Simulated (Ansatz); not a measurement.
# H₄OSeSn: up Jacob's ladder to CCSD(T)

An exercise on one series of results from a longer session: the logs are not shown, and one member is left open.

Computed with Ansatz 0.2.0, Gaussian basis. Level: functionals in def2-TZVPP, the program's frozen cores in correlated methods.

The runs, in order: LDA (SPW92), PBE-D4, revPBE-D4, BLYP-D4, r2SCAN-D4, B97M-V, PBE0-D4, B3LYP-D4, r2SCANh-D4, r2SCAN0-D4, HSE06-D4, BHLYP-D4, CAM-B3LYP-D4, LC-ωPBE, ωB97X-V, ωB97M-V, B2PLYP, PBE-QIDH; CCSD(T)/def2-SVP; CCSD(T)/def2-TZVPP; MP2/def2-QZVPP; extrapolation to the limit; RPA on PBE.

### The geometry

All runs share one geometry, relaxed beforehand with PBE0-D4 in a triple-zeta def2 set. Sn takes the def2 core potential; no spin-orbit term is included.

SMILES `[OH][SnH2][SeH]`, 7 atoms, charge 0, spin multiplicity 1.

Atoms are counted from 1 here; the program's logs count them from 0.

Bond lengths: O1–Sn2 1.964 Å, O1–H4 0.960 Å, Sn2–Se3 2.526 Å, Sn2–H5 1.706 Å, Sn2–H6 1.698 Å, Se3–H7 1.469 Å. Angles: Sn2–O1–H4 112.5°, O1–Sn2–Se3 108.8°, O1–Sn2–H5 110.0°, O1–Sn2–H6 103.1°, Se3–Sn2–H5 106.2°, Se3–Sn2–H6 113.0°, H5–Sn2–H6 115.7°, Sn2–Se3–H7 91.6°.

The first run:

Contents of in.yaml:

```yaml
crystal:
  periodic: [false, false, false]
  atoms:
    - {symbol: O, position_ang: [-1.676148, -0.431007, -0.249940]}
    - {symbol: Sn, position_ang: [-0.065995, 0.663040, 0.011836]}
    - {symbol: Se, position_ang: [1.968760, -0.816733, -0.211804]}
    - {symbol: H, position_ang: [-1.583928, -1.054189, -0.974829]}
    - {symbol: H, position_ang: [0.053963, 1.828369, -1.227922]}
    - {symbol: H, position_ang: [-0.269478, 1.277656, 1.581833]}
    - {symbol: H, position_ang: [1.634027, -1.535035, 1.025125]}
basis:
  gaussian: {orbitals: def2-TZVPP}
hamiltonian: {xc: lda}
output: {orbitals: {seedname: orbitals}}
```

On the command line:

```console
$ ansatz run in.yaml --threads 2 --pin off --events-out ev --progress --plain --max-ram 4352MiB
```

Steps of the session up to this table: LDA; PBE-D4 (GGA); revPBE-D4 (GGA); BLYP-D4 (GGA); r2SCAN-D4 (meta-GGA); B97M-V (meta-GGA); PBE0-D4 (hybrid); B3LYP-D4 (hybrid); r2SCANh-D4 (hybrid); r2SCAN0-D4 (hybrid); HSE06-D4 (hybrid); BHLYP-D4 (hybrid); CAM-B3LYP-D4 (range-separated); LC-ωPBE (range-separated); ωB97X-V (range-separated); ωB97M-V (range-separated); B2PLYP (double hybrid); PBE-QIDH (double hybrid).

One of the session's tables, all rows but one given; the rest of the session is left out.

```
  functional  HOMO (eV)  gap (eV)
 LDA (SPW92)      -6.20      4.25
      PBE-D4      -6.06      4.34
   revPBE-D4      -6.01      4.38
     BLYP-D4      -5.90      4.21
   r2SCAN-D4      -6.34      4.89
      B97M-V      -6.42      4.98
     PBE0-D4      -7.22      6.39
    B3LYP-D4      -6.98      5.84
  r2SCANh-D4      -6.77      5.62
  r2SCAN0-D4          ?         ?
    HSE06-D4      -6.83      5.62
    BHLYP-D4      -8.23      8.26
CAM-B3LYP-D4      -8.50      8.59
     LC-ωPBE      -9.88     11.15
     ωB97X-V      -9.52     10.68
     ωB97M-V      -9.38     10.31
```

Estimate the missing values for r2SCAN0-D4.

Worked estimate for «HOMO (eV)». Against the share of exact exchange, r2SCAN-D4 (0, -6.34), r2SCANh-D4 (0.1, -6.77) give a slope of -4.30 per unit share; at 0.25 the line stands at -7.41.

As computed: HOMO (eV): -7.41; gap (eV): 6.73. In «HOMO (eV)» the line misses by 0.00.

To keep in mind: All levels share the lack of spin-orbit coupling, which lowers the free heavy atoms and so the true binding.
